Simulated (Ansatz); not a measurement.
# CHFGa (quartet): from Hartree-Fock to the top rungs, cc-pVDZ

One table from this session's results is given with a row withheld; the runs are named, their logs left out.

Method: cc-pVDZ, core rule «outside noble gas», up to 16 orbitals frozen; program: Ansatz 0.2.0, Gaussian basis.

Plan: UHF; CCSD(T) on ROHF; CCSD(T) on UHF; BCCD(T) on ROHF; CISD; CCSDT(Q) on ROHF; CCSDT(Q) on UHF.

24 further runs of the same task are left out: 2 for a mislabelled method, 10 that didn't finish, 12 set aside as unsound or not needed.

## The geometry

The geometry is a PBE0/def2-TZVP stationary point (not a proven minimum). No spin-orbit coupling is included. The filled d shell of Ga may be among the frozen orbitals whatever the setting's name suggests; the logs give the count.

4 atoms, charge 0, spin multiplicity 4.

Atoms are counted from 1 here; the program's logs count them from 0.

Bond lengths: F1–C2 1.327 Å, C2–Ga3 1.961 Å, C2–H4 1.089 Å. Angles: F1–C2–Ga3 122.0°, F1–C2–H4 112.6°, Ga3–C2–H4 125.4°.

The first run:

The input, in.yaml:

```yaml
crystal:
  periodic: [false, false, false]
  atoms:
    - {symbol: F, position_ang: [0.000000, -0.336661, 2.093920]}
    - {symbol: C, position_ang: [0.000000, 0.539280, 1.097638]}
    - {symbol: Ga, position_ang: [0.000000, -0.023872, -0.780573]}
    - {symbol: H, position_ang: [0.000000, 1.570868, 1.447830]}
basis:
  gaussian: {orbitals: cc-pVDZ}
magnetization: {spin_polarized: true, initial_magnetization: 3}
hamiltonian: {xc: hf}
output: {orbitals: {seedname: orbitals}}
```

Started as:

```console
ansatz run in.yaml --threads 1 --pin off --events-out ev --progress --plain --max-ram 2393MiB
```

Steps of the session up to this table: UHF; CCSD(T) on ROHF; CCSD(T) on UHF; BCCD(T) on ROHF; CISD; CCSDT(Q) on ROHF; CCSDT(Q) on UHF.

One table of the session follows, with a row left open; its other results are not shown here.

```
   method  from RCCSDT(Q) (meV)
     ROHF                     ?
      UHF               +9744.3
     RMP2                +932.3
     UMP2                +946.3
    RCCSD                +301.3
    UCCSD                +277.6
 RCCSD(T)                 +48.4
 UCCSD(T)                 +32.7
  BCCD(T)                 +47.4
   RCCSDT                 +19.4
   UCCSDT                  +1.3
RCCSDT(Q)                     0
UCCSDT(Q)                 -21.3
```

Q: Estimate the row for ROHF from the others.

As computed: from RCCSDT(Q) (meV): +9919.8. In the column «from RCCSDT(Q) (meV)» it is the highest.

Not comparable, so not listed: CISD (they don't share determinant, frozen orbitals or solution with the rows shown, or repeat one).

Caveats from the session: Restricted and unrestricted rows rest on different reference determinants; where their highest levels disagree by more than a few hundredths of an eV, they describe different states and don't form one ladder.
